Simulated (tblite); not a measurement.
# C4H10NPSi: the cost of one run

Computed with tblite 0.8.0 and PySCF 2.14.0, with density-fitted response routines of our own, on a single molecule in the gas phase. Atoms count from 0, in the outputs and in this text.

**1. Starting geometry**

17 atoms, charge 0, multiplicity 1; geometry from: force field or distance geometry start.

Bonds of the start (Å): C0–C1 1.34, C1–C2 1.47, C2–C3 1.47, C3–N4 1.29, N4–Si5 1.77, Si5–P6 2.21, C0–H7 1.10, C0–H8 1.06, C1–H9 1.10, C2–H10 1.13, C2–H11 1.14, C3–H12 1.10, Si5–H13 1.46, Si5–H14 1.48, P6–H15 1.44, P6–H16 1.45.

**2. Relaxing the molecule with GFN2-xTB**

The job: settings as JSON, then the geometry in Å.

```
{"job": {"kind": "relax", "xc": "GFN2-xTB", "basis": "xTB"}, "charge": 0, "multiplicity": 1}
C     -1.968800    -0.802200     1.187200
C     -2.505200    -0.426200     0.016100
C     -1.799700     0.410500    -0.968400
C     -0.450200     0.849400    -0.595600
N      0.477600     0.031500    -0.218100
Si     2.080900     0.644500     0.217200
P      3.504500    -1.011700     0.558100
H     -2.624200    -1.427200     1.820300
H     -1.003800    -0.540700     1.545200
H     -3.523900    -0.761800    -0.241000
H     -1.805200    -0.075500    -1.986800
H     -2.413000     1.360200    -1.089200
H     -0.187700     1.915100    -0.590200
H      2.047300     1.463000     1.430100
H      2.667000     1.491600    -0.844000
H      4.713600    -0.872100    -0.203800
H      2.783700    -2.236300     0.251900
```

Started as:

```
$ OMP_NUM_THREADS=1 python probes_run.py task.json out
```

This one command runs all jobs of the session in turn.

**Question.** How long does this first job take on 1 thread of Arm Neoverse V1, shared host?

About 1 s.
